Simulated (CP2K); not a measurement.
# SiO under changes of volume

One of the cells (11.058 Å³/atom); the others are scaled copies at fixed shape and fractional positions:

```
Si O
1.0
     2.80697    0.00000    0.00000
     0.00000    2.80697    0.00000
     0.00000    0.00000    2.80697
Si O
1 1
Direct
  0.00000 0.00000 0.00000
  0.50000 0.50000 0.50000
```

The cell was built by a generator and needn't be a form met in nature.

```yaml
Program: CP2K 2026.2
Functional: LDA
Potentials_or_basis: GTH_POTENTIALS Si GTH-PADE-q4, O GTH-PADE-q6; TZVP-MOLOPT-PBE-GTH basis
Density_cutoff: 8163 eV
k_mesh: 9 × 9 × 9
Occupations: fermi-dirac, width 0.05 eV
Spin: no spin polarisation
```

| volume (Å³/atom) | energy over the lowest point (meV/atom) | pressure (GPa) |
| --- | --- | --- |
| 10.395 | 0.00 | 1.2 |
| 10.616 | 0.37 | -1.8 |
| 10.837 | ? | ? |
| 11.058 | 12.73 | -7.1 |
| 11.279 | 24.14 | -9.4 |
| 11.500 | 38.55 | -11.4 |
| 11.722 | 55.63 | -13.3 |

What does the run at 10.837 Å³/atom give?

Energy over the lowest point 4.69 meV/atom; pressure -4.6 GPa.

Worked out: A Birch-Murnaghan fit of order 3 (a polynomial in V^(-2/3)) to the other rows has its minimum at 10.49 Å³/atom with B0 = V·E''(V) = 148 GPa and B' = 3.9. It gives 4.72 meV/atom at 10.837 Å³/atom, against the run's 4.69, and -dE/dV = -4.6 GPa, against -4.6.

Energies are extrapolated to zero smearing.

Caveats: the basis of atomic orbitals isn't converged, which shifts pressures, moduli and gaps.
